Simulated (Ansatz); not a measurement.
# AgRh (P-6m2) in Ansatz: a series of runs

The runs below take AgRh through single point, equation of state, with LDA.

Everything below comes from runs of Ansatz 0.2.0. Logs are shortened: lines on timing, memory, paths and dates and some standing lists are left out, and cuts for length are marked.

## Step 1: Starting point

Symmetry: P-6m2, No. 187, hexagonal system. Conventional cell: a = 2.778 Å, b = 2.778 Å, c = 4.809 Å, α = 90.00°, β = 90.00°, γ = 120.00°. Ag (site symmetry -6m2) has 6 Ag at 2.78 Å and 6 Rh at 2.89 Å as nearest neighbours. Around Rh (site symmetry -6m2) lie 6 Rh at 2.78 Å and 6 Ag at 2.89 Å.

The cell comes from a database or a generator and needn't be the stable form of this composition.

## Step 2: Single point, LDA, 15.10 Å³/atom (volume scaled by 0.94)

The input, input.yaml:

```yaml
crystal:
  lattice:
    - [2.7208868163, 0.0, 0.0]
    - [-1.3604434081, 2.3563571037, 0.0]
    - [0.0, 0.0, 4.7104397215]
  atoms:
    - { symbol: Ag, position: [0.0, 0.0, 0.5] }
    - { symbol: Rh, position: [0.6666666667, 0.3333333333, 0.0] }
hamiltonian:
  xc: lda
  pseudopotentials: { kind: paw }
kpoints:
  mp_grid: { grid: [11, 11, 6] }
scf:
  occupations: { method: fermi_dirac, width: 0.05 }
output:
  forces: true
  stress: true
  eigenvalues: true
  write_density: true
  write_potential: true
  elf: true
  volumetric_format: npy
```

Potentials or basis: Ansatz PAW.

Launch:

```
$ ansatz run input.yaml --threads 2 --pin off --max-ram 5632MiB --backend cpu --events-out ev --progress --plain --runs-dir out
```

Standard output:

```text
Warning: RAYON_NUM_THREADS=2 ignored (pool sized by the plan → 2); use --threads N
Engine: ansatz 0.2.0, aarch64-unknown-linux-gnu
Pseudopotentials: kind: paw
Pseudopotential: Ag, paw, valence charge 19, recommended cutoff 420 eV (normal), Ag.paw.azcp
Pseudopotential: Rh, paw, valence charge 17, recommended cutoff 420 eV (normal), Rh.paw.azcp
Functional definition: SPW92
  exchange = slater_x
  correlation = pw_c
Crystal: 2 atoms, lattice volume = 30.200 Å³
Basis set: ecut = 420 eV, 597 PW (Γ)
Bands: 22, of which v1, the nominal top of the filled ones, is band 18 counted from 1 (17 counted from 0)
Symmetry: 12 space group operations
Space group: P-6m2 (ITA 187), of the structure as read, at distance tolerance 3.1e-5 Å
k-points: 64 of 726 (time reversal used)
Non-local potential: Ag, projectors of the file, l = 0: 3, l = 1: 2, l = 2: 2, l = 3: 1
Non-local potential: Rh, projectors of the file, l = 0: 3, l = 1: 2, l = 2: 2, l = 3: 1
PAW form: soft (Blöchl's): semilocal exchange-correlation on the pseudo side does not see the compensation charge
PAW frozen core: Ag, regenerated for the run's functional, and the local potential with it (the file was generated under x = pbe(κ = 0.804, μ = 0.2195149727645171), c = pbe(β = 0.06672455060314922))
PAW frozen core: Rh, regenerated for the run's functional, and the local potential with it (the file was generated under x = pbe(κ = 0.804, μ = 0.2195149727645171), c = pbe(β = 0.06672455060314922))
PAW one-centre angular grid: Ag, 590 points (default); XC on 64 Gauss nodes
PAW one-centre angular grid: Rh, 590 points (default); XC on 64 Gauss nodes
Initial density: superposition of atomic densities (neutral atoms: chi_scale 0, normalization atom), corrected by the library's trained network
Initial wavefunctions: pseudopotential atomic-orbital guess
Functional: x = slater, c = lda
SCF iter   1: F=—  HF=-13736.250428 eV  |F-HF|=—  |Δ(HF+E_count)|=         —  Δρ=1.71e-2  dr2=5.04e-2  ethr=1.77e-3  ⟨swp⟩=5.0  Hψ=5441  notcnv=0
preconditioner: auto → Kerker (q_TF=auto, 2.809 Å⁻¹)  [metal: Δε(μ)=0.050 eV  Ē_g=9.521 eV  σ=0.050 eV  W_gap=0.24  n_scr=10 (ndim 8)  ℏωp=30.2 eV  f_vac=0.000  D(μ)=2.69/eV (n_scr^D=36)]
SCF iter   2: F=—  HF=-13736.239611 eV  |F-HF|=—  |Δ(HF+E_count)|=   1.08e-2  Δρ=6.88e-3  dr2=6.08e-3  ethr=1.40e-4  ⟨swp⟩=2.7  Hψ=2600  notcnv=0
SCF iter   3: F=—  HF=-13736.237604 eV  |F-HF|=—  |Δ(HF+E_count)|=   2.01e-3  Δρ=1.85e-3  dr2=7.99e-4  ethr=1.69e-5  ⟨swp⟩=2.4  Hψ=1838  notcnv=0
SCF iter   4: F=—  HF=-13736.237384 eV  |F-HF|=—  |Δ(HF+E_count)|=   2.20e-4  Δρ=4.97e-4  dr2=1.16e-4  ethr=2.22e-6  ⟨swp⟩=1.2  Hψ=1552  notcnv=0
SCF iter   5: F=—  HF=-13736.237352 eV  |F-HF|=—  |Δ(HF+E_count)|=   3.19e-5  Δρ=3.00e-4  dr2=5.74e-5  ethr=3.21e-7  ⟨swp⟩=2.0  Hψ=2021  notcnv=0
SCF iter   6: F=—  HF=-13736.237331 eV  |F-HF|=—  |Δ(HF+E_count)|=   2.09e-5  Δρ=9.28e-5  dr2=1.42e-6  ethr=1.60e-7  ⟨swp⟩=1.4  Hψ=1576  notcnv=0
SCF iter   7: F=-13736.237331 eV  HF=-13736.237331 eV  |F-HF|=2.89e-8  |Δ(HF+E_count)|=   3.22e-7  Δρ=1.57e-5  dr2=4.70e-8  ethr=2.78e-10  ⟨swp⟩=6.3  Hψ=9450  notcnv=0
SCF 1 converged in 7 iterations: F = -13736.237331 eV  dr2 = 4.70e-8
SCF converged after 7 iterations
Free energy (F): -13736.237331 eV
Harris-Foulkes:  -13736.237331 eV  (|F-HF|=2.89e-8)
Internal energy: -13736.213407 eV  (E = F + TS)
E sigma→0 (E₀):  -13736.225369 eV
Entropy (-TS):   -0.023924 eV (-11.962 meV/atom)
Fermi energy:    19.222919 eV
--- Per-component energies (eV) ---
  E_band       = -316.946041
  E_kinetic    = 1101.099263
  E_local      = -3721.082281  (includes V_loc(G=0)·N_el)
  E_nonlocal   = 447.973385
  E_hartree    = 1527.559136
  E_xc         = -404.252996
  E_vxc        = -512.707956  (∫ρ·V_xc dr)
  E_paw        = -7234.273798  (= ΣΔE_a)
  E_vpaw       = -687.341470  (= ΣTr[D̂ρ^β])
  E_aug_tail   = 0.001029  (compensation charges beyond the density's cutoff)
  E_ewald      = -5454.584434
  E_core_change = 1.347290  (= ΣΔE_core)
  E_smearing   = -0.023924  (= −TS)
  E_closure    = 0.000000  (closes the sum)
  Σ components = -13736.237331   (vs F -13736.237331, Δ=0.00e0)
--- Forces (eV/Å), atoms counted from 1 ---
  atom   1  Ag     0.00000000    -0.00000000     0.00000000
  atom   2  Rh    -0.00000000    -0.00000000     0.00000000
  max |Σ_I F_I| component: 2.78e-17 eV/Å
--- Stress (GPa, compression-positive) ---
       -5.997569       0.000000       0.000000
        0.000000      -5.997569       0.000000
        0.000000       0.000000      -7.287579
  P = ⅓ Tr σ = -6.4276 GPa (-64.276 kbar)
--- Band table (eV; the first three rows and the last of 64) ---
  k-point 0: bands = ["-72.2696", "-58.6310", "-35.8041", "-35.6932", "-35.6932", "-26.4386", "-26.3781", "-26.3781", "11.5195", "13.0915", "14.7745", "14.7745", "15.6986", "16.0775", "16.0775", "17.2515", "17.2515", "19.2105", "19.3693", "19.3693", "24.9285", "35.8649"]
  k-point 1: bands = ["-72.2696", "-58.6310", "-35.8036", "-35.6932", "-35.6932", "-26.4398", "-26.3781", "-26.3781", "11.7218", "13.1472", "14.7632", "14.7632", "15.6127", "16.0481", "16.0481", "17.3123", "17.3123", "18.3239", "19.3611", "19.3611", "26.1943", "35.2394"]
  k-point 2: bands = ["-72.2696", "-58.6311", "-35.8027", "-35.6932", "-35.6932", "-26.4422", "-26.3781", "-26.3781", "12.2041", "13.3428", "14.7425", "14.7425", "15.2945", "15.9901", "15.9901", "16.9738", "17.4368", "17.4368", "19.3386", "19.3386", "28.7873", "34.0760"]
  k-point 63: bands = ["-72.2392", "-58.5583", "-35.8923", "-35.8440", "-35.7675", "-26.7732", "-26.6769", "-26.3630", "13.9194", "14.2355", "14.5451", "14.5810", "15.0671", "16.5520", "17.1119", "17.6247", "18.0703", "19.2792", "24.2672", "25.8085", "26.6989", "27.9478"]
```

Wall time 3 s (2 threads of Arm Neoverse V1, shared host); peak memory 0.33 GiB.

Results:

| Quantity | Value |
| --- | --- |
| Free energy | -13736.2373 eV |
| Pressure | -6.4 GPa |
| Band gap on the k mesh | none (metal or under the smearing width) |

Caveat: the PAW data sets come from PBE, with cores solved anew for the run's functional, which leaves a small shift of forces and pressure.

## Step 3: Single point, LDA, 15.42 Å³/atom (volume scaled by 0.96)

The input, input.yaml:

```yaml
crystal:
  lattice:
    - [2.7400486223, 0.0, 0.0]
    - [-1.3700243112, 2.3729517146, 0.0]
    - [0.0, 0.0, 4.7436129252]
  atoms:
    - { symbol: Ag, position: [0.0, 0.0, 0.5] }
    - { symbol: Rh, position: [0.6666666667, 0.3333333333, 0.0] }
hamiltonian:
  xc: lda
  pseudopotentials: { kind: paw }
kpoints:
  mp_grid: { grid: [11, 11, 6] }
scf:
  occupations: { method: fermi_dirac, width: 0.05 }
output:
  forces: true
  stress: true
  eigenvalues: true
```

Potentials or basis: Ansatz PAW.

Launch:

```
$ ansatz run input.yaml --threads 2 --pin off --max-ram 5632MiB --backend cpu --events-out ev --progress --plain --runs-dir out
```

It took 2.1 s on 2 threads of Arm Neoverse V1, shared host; peak memory 0.33 GiB.

Results (log left out):

```yaml
Free_energy: -13736.2044 eV
Pressure: -9.9 GPa
Band_gap_on_the_k_mesh: none (metal or under the smearing width)
```

Caveat: the PAW data sets come from PBE, with cores solved anew for the run's functional, which leaves a small shift of forces and pressure.

## Step 4: Single point, LDA, 15.74 Å³/atom (volume scaled by 0.98)

input.yaml: that of step 3 with these lines changed.

```diff
@@ -2,5 +2,5 @@
   lattice:
-    - [2.7400486223, 0.0, 0.0]
-    - [-1.3700243112, 2.3729517146, 0.0]
-    - [0.0, 0.0, 4.7436129252]
+    - [2.7589461066, 0.0, 0.0]
+    - [-1.3794730533, 2.389317416, 0.0]
+    - [0.0, 0.0, 4.7763285309]
   atoms:
```

Launch:

```
$ ansatz run input.yaml --threads 2 --pin off --max-ram 5632MiB --backend cpu --events-out ev --progress --plain --runs-dir out
```

Wall time 2.3 s (2 threads of Arm Neoverse V1, shared host); peak memory 0.33 GiB.

The run converged. Its results:

```yaml
Free_energy: -13736.1583 eV
Pressure: -13.0 GPa
Band_gap_on_the_k_mesh: none (metal or under the smearing width)
```

Caveat: the PAW data sets come from PBE, with cores solved anew for the run's functional, which leaves a small shift of forces and pressure.

## Step 5: Single point, LDA, 16.06 Å³/atom

input.yaml: that of step 4 with these lines changed.

```diff
@@ -2,5 +2,5 @@
   lattice:
-    - [2.7589461066, 0.0, 0.0]
-    - [-1.3794730533, 2.389317416, 0.0]
-    - [0.0, 0.0, 4.7763285309]
+    - [2.7775881998, 0.0, 0.0]
+    - [-1.3887940999, 2.4054619423, 0.0]
+    - [0.0, 0.0, 4.808602]
   atoms:
@@ -19 +19,5 @@
   eigenvalues: true
+  write_density: true
+  write_potential: true
+  elf: true
+  volumetric_format: npy
```

Launch:

```
$ ansatz run input.yaml --threads 2 --pin off --max-ram 5632MiB --backend cpu --events-out ev --progress --plain --runs-dir out
```

It took 3.6 s on 2 threads of Arm Neoverse V1, shared host; peak memory 0.34 GiB.

It converged, with:

| Item | Value |
| --- | --- |
| Free energy | -13736.1008 eV |
| Pressure | -15.6 GPa |
| Band gap on the k mesh | none (metal or under the smearing width) |

Caveat: the PAW data sets come from PBE, with cores solved anew for the run's functional, which leaves a small shift of forces and pressure.

## Step 6: Single point, LDA, 16.39 Å³/atom (volume scaled by 1.02)

The input, input.yaml:

```yaml
crystal:
  lattice:
    - [2.7959833597, 0.0, 0.0]
    - [-1.3979916799, 2.4213926181, 0.0]
    - [0.0, 0.0, 4.8404479744]
  atoms:
    - { symbol: Ag, position: [0.0, 0.0, 0.5] }
    - { symbol: Rh, position: [0.6666666667, 0.3333333333, 0.0] }
hamiltonian:
  xc: lda
  pseudopotentials: { kind: paw }
kpoints:
  mp_grid: { grid: [11, 11, 6] }
scf:
  occupations: { method: fermi_dirac, width: 0.05 }
output:
  forces: true
  stress: true
  eigenvalues: true
```

Potentials or basis: Ansatz PAW.

Launch:

```
$ ansatz run input.yaml --threads 2 --pin off --max-ram 5632MiB --backend cpu --events-out ev --progress --plain --runs-dir out
```

Run time: 2.5 s. Hardware: 2 threads of Arm Neoverse V1, shared host; peak memory 0.33 GiB.

It converged, with:

```
Free energy            : -13736.0336 eV
Pressure               : -17.9 GPa
Band gap on the k mesh : none (metal or under the smearing width)
```

Caveat: the PAW data sets come from PBE, with cores solved anew for the run's functional, which leaves a small shift of forces and pressure.

## Step 7: Single point, LDA, 16.71 Å³/atom (volume scaled by 1.04)

input.yaml: that of step 6 with these lines changed.

```diff
@@ -2,5 +2,5 @@
   lattice:
-    - [2.7959833597, 0.0, 0.0]
-    - [-1.3979916799, 2.4213926181, 0.0]
-    - [0.0, 0.0, 4.8404479744]
+    - [2.8141396046, 0.0, 0.0]
+    - [-1.4070698023, 2.4371163874, 0.0]
+    - [0.0, 0.0, 4.8718803355]
   atoms:
```

Launch:

```
$ ansatz run input.yaml --threads 2 --pin off --max-ram 5632MiB --backend cpu --events-out ev --progress --plain --runs-dir out
```

It took 2.9 s on 2 threads of Arm Neoverse V1, shared host; peak memory 0.33 GiB.

It converged, with:

```
Free energy            : -13735.9579 eV
Pressure               : -19.8 GPa
Band gap on the k mesh : none (metal or under the smearing width)
```

Caveat: the PAW data sets come from PBE, with cores solved anew for the run's functional, which leaves a small shift of forces and pressure.

## Step 8: Single point, LDA, 17.03 Å³/atom (volume scaled by 1.06)

input.yaml: that of step 7 with these lines changed.

```diff
@@ -2,5 +2,5 @@
   lattice:
-    - [2.8141396046, 0.0, 0.0]
-    - [-1.4070698023, 2.4371163874, 0.0]
-    - [0.0, 0.0, 4.8718803355]
+    - [2.8320645439, 0.0, 0.0]
+    - [-1.416032272, 2.4526398402, 0.0]
+    - [0.0, 0.0, 4.9029122571]
   atoms:
```

Launch:

```
$ ansatz run input.yaml --threads 2 --pin off --max-ram 5632MiB --backend cpu --events-out ev --progress --plain --runs-dir out
```

Run time: 2.7 s. Hardware: 2 threads of Arm Neoverse V1, shared host; peak memory 0.33 GiB.

It converged, with:

| Property | Result |
| --- | --- |
| Free energy | -13735.8749 eV |
| Pressure | -21.5 GPa |
| Band gap on the k mesh | none (metal or under the smearing width) |

Caveat: the PAW data sets come from PBE, with cores solved anew for the run's functional, which leaves a small shift of forces and pressure.

## Step 9: Equation of state, LDA

Potentials or basis: Ansatz PAW.

This step only gathers the single runs of the series.

What came out:

```
Equilibrium volume                        : 14.61 Å³/atom (rough: see the caveat)
Bulk modulus at fixed shape and positions : 213 GPa (rough)
```

Energy against volume, from the lowest point:
```
volume (Å³/atom)  energy (meV/atom)
          15.100               0.00
          15.421              16.48
          15.743              39.53
          16.064              68.25
          16.385             101.87
          16.707             139.73
          17.028             181.22
```

Caveat: the minimum lies outside the volumes run; the cell was scaled at fixed shape and fractional positions, which overstates the stiffness of a crystal with free parameters, most of all of layers and chains.
